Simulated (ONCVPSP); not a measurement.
# An ONCV potential for Pd, from input to tests

Task: generate the file, and judge it by its errors in other configurations, its logarithmic derivatives, its ghosts and its cutoff.

Method: ONCVPSP 4.0.1, PBE, scalar-relativistic.

## Step 1: The atom and the settings

Typed settings, in words:

```
element                 : palladium (Pd, Z = 46)
type                    : optimised norm-conserving Vanderbilt (ONCV)
frozen core             : [Ar] 3d10
valence charge          : 18
reference configuration : 4s2 4p6 4d8.5 (charge +1.5)
partial waves           : 4s: rc 1.55 bohr, ncon 5, nbas 8, qcut 8.4 1/bohr, 2 projectors, debl 2.7 Ha; 4p: rc 1.15 bohr, ncon 4, nbas 8, qcut 8.3 1/bohr, 2 projectors, debl 0.6 Ha; 4d: rc 1.60 bohr, ncon 3, nbas 8, qcut 7.7 1/bohr, 2 projectors, debl 0.4 Ha; f scattering state at 0.36 Ha: rc 1.35 bohr, ncon 4, nbas 7, qcut 7.1 1/bohr, 2 projectors, debl 0.5 Ha
local potential         : polynomial inside 0.75 bohr (lpopt 2, dvloc0 0 Ha)
core correction         : polynomial model core, fcfact 0.15
```

## Step 2: The generation run

Contents of Pd.dat:

```
# ATOM AND REFERENCE CONFIGURATION
# atsym  z   nc   nv     iexc    psfile
  Pd 46.00    6    3        4      upf
#
#   n    l    f
    1    0    2.00
    2    0    2.00
    2    1    6.00
    3    0    2.00
    3    1    6.00
    3    2   10.00
    4    0    2.00
    4    1    6.00
    4    2    8.50
#
# PSEUDOPOTENTIAL AND OPTIMIZATION
# lmax
    3
#
#   l,   rc,      ep,       ncon, nbas, qcut
    0    1.55    0.00    5    8    8.40
    1    1.15    0.00    4    8    8.30
    2    1.60    0.00    3    8    7.70
    3    1.35    0.36    4    7    7.10
#
# LOCAL POTENTIAL
# lloc, lpopt,  rc(5),   dvloc0
    4    2    0.75    0.00
#
# VANDERBILT-KLEINMAN-BYLANDER PROJECTORs
# l, nproj, debl
    0    2    2.70
    1    2    0.60
    2    2    0.40
    3    2    0.50
#
# MODEL CORE CHARGE
# icmod, fcfact, rcfact
    1    0.15    0.00
#
# LOG DERIVATIVE ANALYSIS
# epsh1, epsh2, depsh
   -5.00    5.00    0.04
#
# OUTPUT GRID
# rlmax, drl
    6.00    0.01
#
# TEST CONFIGURATIONS
# ncnf
    4
# nvcnf
#   n    l    f
    3
    4    0    2.00
    4    1    6.00
    4    2   10.00
#
    3
    4    0    2.00
    4    1    6.00
    4    2    9.00
#
    3
    4    0    2.00
    4    1    6.00
    4    2    8.00
#
    3
    4    0    2.00
    4    1    6.00
    4    2    7.00
#
```

On the command line:

```console
$ oncvpsp.x < Pd.dat > Pd.out
```

Before running it: what results should come out? Wanted: cutoffs for 1 and 0.1 mHa per electron, occupied waves; bound ghosts; GHOST(+) flags; largest test error; largest phase difference near zero energy, channels read; rms error of d²Exc/dn², without and with the model core; projector energies reset by the program.

As calculated:

| quantity | value |
| --- | --- |
| cutoffs for 1 and 0.1 mHa per electron, occupied waves | 36 Ha and 141 Ha |
| bound ghosts | none found |
| GHOST(+) flags | s at 232 eV |
| largest test error (AE − PS) | +7.9 meV, for 4s2 4p6 4d7 |
| largest phase difference near zero energy, channels read | 0.000 rad |
| rms error of d²Exc/dn², without and with the model core | 2.79 and 0.94 mHa |
| projector energies reset by the program | s: -3.797, 0.250 Ha; p: -2.537, 0.250 Ha; d: -0.762, 0.250 Ha |

In words: The worst unpolarised test, 4s2 4p6 4d7, is off by 7.9 meV on 46.4 eV; by total energies transferability rates as good. The potential is hard: the looser tolerance needs 36 Ha. The tighter tolerance needs 141 Ha, and converged work needs a cutoff nearer that. At the looser tolerance the 4p wave is the slowest; 4s needs 29 Ha. No bound ghost shows below the valence levels. Near zero energy the phases of the channels with partial waves agree within 0.001 rad. The program also flags highly localised states, GHOST(+) (s). All of this concerns the isolated atom, not yet a solid.
